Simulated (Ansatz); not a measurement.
# FGeH₅O₂Si: one species, many methods

An exercise on one series of results from a longer session: the logs are not shown, and one member is left open.

Method: functionals in def2-TZVPP, the program's frozen cores in correlated methods; program: Ansatz 0.2.0, Gaussian basis.

Levels to be run: PBE-D4, r2SCAN-D4, PBE0-D4, B3LYP-D4, ωB97X-V, ωB97M-V, B2PLYP; CCSD(T)/def2-TZVPP; MP2/def2-QZVPP; extrapolation to the limit.

### Structure used throughout

The geometry comes from an earlier relaxation with PBE0-D4 in a triple-zeta def2 set; it is a stationary point, not always the lowest conformer.

SMILES `O[SiH](F)[O][GeH3]`, 10 atoms, charge 0, spin multiplicity 1.

Atoms are counted from 1 here; the program's logs count them from 0.

Bond lengths: O1–Si2 1.633 Å, O1–H6 0.958 Å, Si2–F3 1.596 Å, Si2–O4 1.604 Å, Si2–H7 1.472 Å, O4–Ge5 1.786 Å, Ge5–H8 1.532 Å, Ge5–H9 1.534 Å, Ge5–H10 1.535 Å. Angles: Si2–O1–H6 118.7°, O1–Si2–F3 108.0°, O1–Si2–O4 108.1°, O1–Si2–H7 113.2°, F3–Si2–O4 111.1°, F3–Si2–H7 106.4°, O4–Si2–H7 109.9°, Si2–O4–Ge5 134.5°, O4–Ge5–H8 104.8°, O4–Ge5–H9 107.6°, O4–Ge5–H10 108.6°, H8–Ge5–H9 111.8°, H8–Ge5–H10 111.8°, H9–Ge5–H10 111.7°.

Geometry (Å):

```mol
FGeH5O2Si
  3D, bonds by distance, orders not assigned

 10  9  0  0  0  0  0  0  0  0999 V2000
   -1.0921   -1.5011   -0.0906 O   0  0
   -0.1131   -0.8497    1.0422 Si  0  0
    1.2206   -1.7236    1.1045 F   0  0
    0.2066    0.6633    0.6156 O   0  0
    0.3766    1.5148   -0.9453 Ge  0  0
   -1.1786   -2.4541   -0.1317 H   0  0
   -0.6919   -0.8774    2.3949 H   0  0
    1.1627    2.7878   -0.6143 H   0  0
   -1.0337    1.8327   -1.4574 H   0  0
    1.1430    0.6073   -1.9179 H   0  0
  1  2  8  0
  2  3  8  0
  2  4  8  0
  4  5  8  0
  1  6  8  0
  2  7  8  0
  5  8  8  0
  5  9  8  0
  5 10  8  0
M  END
```

Set-up of the first run:

in.yaml reads:

```yaml
crystal:
  periodic: [false, false, false]
  atoms:
    - {symbol: O, position_ang: [-1.092149, -1.501134, -0.090638]}
    - {symbol: Si, position_ang: [-0.113056, -0.849687, 1.042189]}
    - {symbol: F, position_ang: [1.220639, -1.723618, 1.104548]}
    - {symbol: O, position_ang: [0.206563, 0.663347, 0.615647]}
    - {symbol: Ge, position_ang: [0.376623, 1.514761, -0.945327]}
    - {symbol: H, position_ang: [-1.178610, -2.454150, -0.131670]}
    - {symbol: H, position_ang: [-0.691949, -0.877353, 2.394863]}
    - {symbol: H, position_ang: [1.162685, 2.787837, -0.614276]}
    - {symbol: H, position_ang: [-1.033740, 1.832657, -1.457443]}
    - {symbol: H, position_ang: [1.143014, 0.607350, -1.917883]}
basis:
  gaussian: {orbitals: def2-TZVPP}
hamiltonian: {xc: pbe, dispersion: d4}
output: {forces: true, orbitals: {seedname: orbitals}}
```

The run is started by

```console
> ansatz run in.yaml --threads 2 --pin off --events-out ev --progress --plain --max-ram 32768MiB --backend cpu
```

Among the steps run: PBE-D4 (GGA); r2SCAN-D4 (meta-GGA); PBE0-D4 (hybrid); B3LYP-D4 (hybrid); ωB97X-V (range-separated); ωB97M-V (range-separated); B2PLYP (double hybrid); CCSD(T) in def2-TZVPP; MP2 in def2-QZVPP.

One table of the session follows, with a row left open; its other results are not shown here.

It belongs to the step «Atomisation energies». 

```
            method  atomisation energy (kJ/mol)
            PBE-D4                       3605.9
         r2SCAN-D4                       3613.8
           PBE0-D4                       3540.9
          B3LYP-D4                       3581.1
           ωB97X-V                       3628.5
           ωB97M-V                       3609.0
            B2PLYP                       3569.5
     HF/def2-TZVPP                       2623.0
    MP2/def2-TZVPP                       3623.1
   CCSD/def2-TZVPP                       3495.7
CCSD(T)/def2-TZVPP                            ?
           MP2/CBS                       3722.6
       CCSD(T)/CBS                       3644.5
```

Estimate the missing values for CCSD(T)/def2-TZVPP.

The run gave: atomisation energy (kJ/mol): 3544.9. In the column «atomisation energy (kJ/mol)» it lies between PBE0-D4 (3540.9) and B2PLYP (3569.5).
